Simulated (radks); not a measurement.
# Si with its nuclear charge varied continuously

An exercise on one series of results from a longer session: the logs are not shown, and one member is left open.

The numbers are computed with radks (a radial shooting solver on a logarithmic mesh, Libxc functionals) version 1 (Dirac Kohn-Sham, LDA (Slater exchange, Perdew-Wang correlation), spin-unpolarised, spherical densities, finite nucleus; open shells are shared between the two j in proportion to 2j + 1), except any that are marked as measured or tabulated.

## What is computed

* element: silicon (Z = 14)
* charge: 0
* electrons: 14
* configuration: [Ne] 3s2 3p2
* nuclear rms radius: 3.1224 fm

The outer shells:

Si
```
[Ne] core
3s [↑↓]
3p [↑ ][↑ ][  ]
```

The first run:

Input:

```text
Z 14
configuration [Ne] 3s2 3p2
relativity Dirac
functional lda,pw
spin unpolarised
j_filling average
nucleus finite rms 3.1224 fm
c 137.035999084
```

Among the steps run: Z = 14.

One table of the session follows, with a row left open; its other results are not shown here.

Sizes of the orbitals, from the radial functions (bohr):

```
level     <r>  outermost maximum (interpolated)  90 % within  nodes
1s1/2  0.1116                            0.0728        0.200      0
2s1/2  0.5706                             0.456        0.900      1
2p1/2       ?                                 ?            ?      ?
2p3/2  0.5395                             0.388        0.908      0
3s1/2   2.158                              1.77         3.31      2
3p1/2   2.787                              2.14         4.45      1
3p3/2   2.797                              2.15         4.46      1
```

**Question.** Estimate the row for 2p1/2.

As computed: <r>: 0.5372; outermost maximum (interpolated): 0.386; 90 % within: 0.905; nodes: 0. In the column «<r>» it lies between 1s1/2 (0.1116) and 2p3/2 (0.5395).
